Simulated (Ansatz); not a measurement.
# C3H5F3Ge: how energies converge with the basis set

Aim: see how fast density functionals converge with the basis set for C3H5F3Ge.

The runs use Ansatz 0.2.0, Gaussian basis; one geometry, several basis sets.

The runs, in order: PBE0-D4/def2-SVP; ωB97M-V/def2-SVP; PBE0-D4/def2-QZVPP; ωB97M-V/def2-QZVPP; the functionals' def2-TZVPP values are taken from earlier runs.

### Step 1. The geometry

The geometry comes from an earlier relaxation with PBE0-D4 in a triple-zeta def2 set; it is a stationary point, not always the lowest conformer.

SMILES `C=C[CH2][Ge]([F])([F])[F]`, 12 atoms, charge 0, spin multiplicity 1.

Atoms are counted from 1 here; the program's logs count them from 0.

Bond lengths: C1–C2 1.325 Å, C1–H8 1.085 Å, C1–H9 1.083 Å, C2–C3 1.492 Å, C2–H10 1.087 Å, C3–Ge4 1.931 Å, C3–H11 1.094 Å, C3–H12 1.092 Å, Ge4–F5 1.716 Å, Ge4–F6 1.713 Å, Ge4–F7 1.715 Å. Angles: C2–C1–H8 121.7°, C2–C1–H9 121.2°, H8–C1–H9 117.1°, C1–C2–C3 124.3°, C1–C2–H10 119.6°, C3–C2–H10 116.1°, C2–C3–Ge4 111.4°, C2–C3–H11 112.2°, C2–C3–H12 112.1°, Ge4–C3–H11 105.9°, Ge4–C3–H12 106.7°, H11–C3–H12 108.3°, C3–Ge4–F5 113.2°, C3–Ge4–F6 113.5°, C3–Ge4–F7 112.8°, F5–Ge4–F6 105.4°, F5–Ge4–F7 105.6°, F6–Ge4–F7 105.6°.

### Step 2. PBE0-D4 in def2-SVP

in.yaml reads:

```yaml
crystal:
  periodic: [false, false, false]
  atoms:
    - {symbol: C, position_ang: [0.589070, -0.926979, 1.790053]}
    - {symbol: C, position_ang: [0.897328, -0.256987, 0.689206]}
    - {symbol: C, position_ang: [0.256172, -0.482574, -0.638591]}
    - {symbol: Ge, position_ang: [-0.913925, 0.978150, -1.114560]}
    - {symbol: F, position_ang: [-1.466327, 0.902033, -2.736938]}
    - {symbol: F, position_ang: [-2.330353, 1.059279, -0.154630]}
    - {symbol: F, position_ang: [-0.160099, 2.510414, -0.956215]}
    - {symbol: H, position_ang: [-0.164643, -1.707885, 1.790743]}
    - {symbol: H, position_ang: [1.080213, -0.714056, 2.731461]}
    - {symbol: H, position_ang: [1.651397, 0.524577, 0.730346]}
    - {symbol: H, position_ang: [0.991146, -0.552027, -1.445340]}
    - {symbol: H, position_ang: [-0.352879, -1.389047, -0.651534]}
basis:
  gaussian: {orbitals: def2-SVP}
hamiltonian: {xc: pbe0, dispersion: d4}
output: {orbitals: {seedname: orbitals}}
```

Launch:

```bash
$ ansatz run in.yaml --threads 4 --pin off --events-out ev --progress --plain --max-ram 11315MiB
```

Further steps of the session: ωB97M-V in def2-SVP; PBE0-D4 in def2-QZVPP; ωB97M-V in def2-QZVPP.

Q: Predict the results of all the runs planned. Wanted: PBE0-D4: double and triple zeta above quadruple; ωB97M-V: double and triple zeta above quadruple.

The runs gave:

| quantity | value |
| --- | --- |
| PBE0-D4: double and triple zeta above quadruple | 22.90, 1.88 eV |
| ωB97M-V: double and triple zeta above quadruple | 23.20, 1.80 eV |

**Reading.** For PBE0-D4 the step from double to triple zeta gains 21.02 eV and the next only 1.88 eV. Total energies overstate the basis error of differences, where much of it tends to cancel. The LUMO of ωB97M-V is positive and keeps falling with the basis (1.64 to 1.13 eV): an unbound level that the basis holds in place.
